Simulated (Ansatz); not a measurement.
Here is an Ansatz 0.2.0 calculation.

Contents of input.yaml:

```yaml
crystal:
  lattice:
    - [1.2893368271, 0.7443989642, 9.9743618604]
    - [-1.2893368271, 0.7443989642, 9.9743618604]
    - [0.0, -1.4887979284, 9.9743618604]
  atoms:
    - { symbol: Co, position: [0.401145, 0.401145, 0.401145], spin: 3.0 }
    - { symbol: Co, position: [0.799679, 0.799679, 0.799679], spin: 3.0 }
    - { symbol: Co, position: [0.200321, 0.200321, 0.200321], spin: 3.0 }
    - { symbol: Co, position: [0.598855, 0.598855, 0.598855], spin: 3.0 }
    - { symbol: Al, position: [0.0, 0.0, 0.0] }
hamiltonian:
  xc: pbesol
  pseudopotentials: { kind: paw }
magnetization:
  spin_polarized: true
  initial_magnetization: 12.0
  spin_locking: { lock_magnetization: hard }
kpoints:
  mp_grid: { grid: [10, 10, 10] }
scf:
  occupations: { method: fermi_dirac, width: 0.05 }
  lower_state_search: "off"
output:
  forces: true
  stress: true
  eigenvalues: true
```

Potentials or basis: Ansatz PAW.

Launch:

```sh
$ ansatz run input.yaml --threads 2 --pin off --max-ram 5632MiB --backend cpu --events-out ev --progress --plain --runs-dir out
```

(1) Estimate the pressure.

(2) Estimate the largest force.

Answers

(1) 22.6 GPa.

(2) 0.802 eV/Å.

Caveat: the total moment is fixed, so each spin has its own Fermi level; the PAW data sets come from PBE, with cores solved anew for the run's functional, which leaves a small shift of forces and pressure; the thresholds are loose for stress.
